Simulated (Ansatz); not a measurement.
# BH2 (boron dihydride) at UPBE/def2-TZVPPD

What is the electronic atomisation energy of BH2 (boron dihydride) at UPBE/def2-TZVPPD? 

The results are computed with Ansatz 0.2.0.

30 further runs of the same task are left out: 30 set aside as unsound or not needed.

**1. The system as given**

The species is BH2 (3 atoms), meant as a doublet with charge 0. As SMILES, `[BH2]`. The shape is that of a PBE0-D4/def2-TZVP optimisation.

Bond lengths: B1–H2 1.191 Å, B1–H3 1.191 Å. Angles: H2–B1–H3 129.4°.

**2. The energy at UPBE/def2-TZVPPD**

The input, job.yaml:

```yaml
basis:
  gaussian:
    orbitals: def2-TZVPPD.json
crystal:
  periodic: [false, false, false]
  atoms:
    - {symbol: B, position_ang: [0.265070, -0.167660, 0.129730]}
    - {symbol: H, position_ang: [0.292070, 1.014920, 0.270850]}
    - {symbol: H, position_ang: [-0.557150, -0.847260, -0.400590]}
magnetization:
  spin_polarized: true
  initial_magnetization: 1
hamiltonian:
  xc: {name: PBE}
accuracy: high
output:
  orbitals: {seedname: orbitals}
```

The basis set def2-TZVPPD is read from a file made from the Basis Set Exchange's data (not shown).

Started as:

```
$ ansatz run job.yaml --threads 1 --pin off --max-ram 3480MiB --events-out events.jsonl --progress --plain --runs-dir runs
```

The log of the run:

```text
Warning: RAYON_NUM_THREADS=1 ignored (pool sized by the plan → 1); use --threads N
Functional definition: PBE
  name "PBE"
  parameter kappa = 0.804
  parameter beta = 0.06672455060314922
  exchange = pbe_x(kappa = kappa, mu = beta*pi^2/3)
  correlation = pbe_c(beta = beta)
1016 factors; integrals over basis functions are off by at most 2.8e-9 eV
mean field evaluation 1: about -703.3765 eV, gradient 1.1e1 eV
mean field evaluation 2: about -703.8869 eV, gradient 7.4e0 eV
mean field evaluation 4: about -704.3174 eV, gradient 1.7e-1 eV
mean field evaluation 8: about -704.3169 eV, gradient 3.7e-3 eV
mean field evaluation 16: about -704.3169 eV, gradient 5.1e-8 eV
mean field -704.31689569 eV, -25.8831685134 hartree, gradient 4.5e-9 eV, S^2 0.751784; 3 other end points of the search recorded, 0 dependent functions left out
reference -704.31689919 eV, -25.8831686422 hartree; 4, 3 occupied and 67, 68 virtual orbitals, 1016 factors
Total energy: -704.31689919 eV, -25.8831686422 hartree
```

Run time: 3.3 s. Hardware: 1 thread of Arm Neoverse V1, shared host; peak memory 0.14 GiB.

**3. The B atom, same level**

The input, in.yaml:

```yaml
basis:
  gaussian:
    orbitals: def2-TZVPPD.json
crystal:
  periodic: [false, false, false]
  atoms:
    - {symbol: B, position_ang: [0.000000, 0.000000, 0.000000]}
magnetization:
  spin_polarized: true
  initial_magnetization: 1
hamiltonian:
  xc: {name: PBE}
accuracy: high
```

The basis set def2-TZVPPD is read from a file made from the Basis Set Exchange's data (not shown).

Started as:

```
$ ansatz run in.yaml --threads 1 --pin off --max-ram 3480MiB --events-out events.jsonl --progress --plain --runs-dir runs
```

The log of the run:

```text
Warning: RAYON_NUM_THREADS=1 ignored (pool sized by the plan → 1); use --threads N
Functional definition: PBE
  name "PBE"
  parameter kappa = 0.804
  parameter beta = 0.06672455060314922
  exchange = pbe_x(kappa = kappa, mu = beta*pi^2/3)
  correlation = pbe_c(beta = beta)
368 factors; integrals over basis functions are off by at most 2.4e-9 eV
mean field evaluation 1: about -669.5613 eV, gradient 3.5e0 eV
mean field evaluation 2: about -669.6518 eV, gradient 1.6e0 eV
mean field evaluation 4: about -669.6763 eV, gradient 2.6e-1 eV
mean field evaluation 8: about -669.6762 eV, gradient 7.2e-4 eV
mean field evaluation 16: about -669.5525 eV, gradient 3.7e0 eV
mean field evaluation 32: about -669.6773 eV, gradient 7.9e-2 eV
mean field -669.67624538 eV, -24.6101480949 hartree, gradient 1.8e-8 eV, S^2 0.753314; 2 other end points of the search recorded, 0 dependent functions left out
reference -669.67624779 eV, -24.6101481834 hartree; 3, 2 occupied and 34, 35 virtual orbitals, 368 factors
Total energy: -669.67624779 eV, -24.6101481834 hartree
```

Run time: 1 s. Hardware: 1 thread of Arm Neoverse V1, shared host.

**4. The H atom**

The input, in.yaml:

```yaml
basis:
  gaussian:
    orbitals: def2-TZVPPD.json
crystal:
  periodic: [false, false, false]
  atoms:
    - symbol: H
      position_ang: [0.000000, 0.000000, 0.000000]
accuracy: high
hamiltonian:
  xc: {name: PBE}
magnetization:
  spin_polarized: true
  initial_magnetization: 1
```

The basis set def2-TZVPPD is read from a file made from the Basis Set Exchange's data (not shown).

Run the same way, it converges to -0.49962 Eh (log not shown).

**5. Summary of results**

Level: UPBE/def2-TZVPPD.

| quantity | value |
| --- | --- |
| molecule: total energy | -25.88317 Eh |
| molecule: HOMO energy (highest over α and β) | -4.93 eV |
| molecule: LUMO energy (lowest over α and β) | -3.47 eV |
| molecule: ⟨S²⟩ | 0.752 |
| B atom: total energy | -24.61015 Eh |
| B atom: ⟨S²⟩ | 0.753 |
| H atom: total energy | -0.49962 Eh |
| H atom: ⟨S²⟩ | 0.750 |
| electronic atomisation energy | 7.450 eV |

**Reading.** Taking the molecule apart into free atoms costs 7.45 eV (719 kJ/mol), before zero-point energy and without spin-orbit coupling.
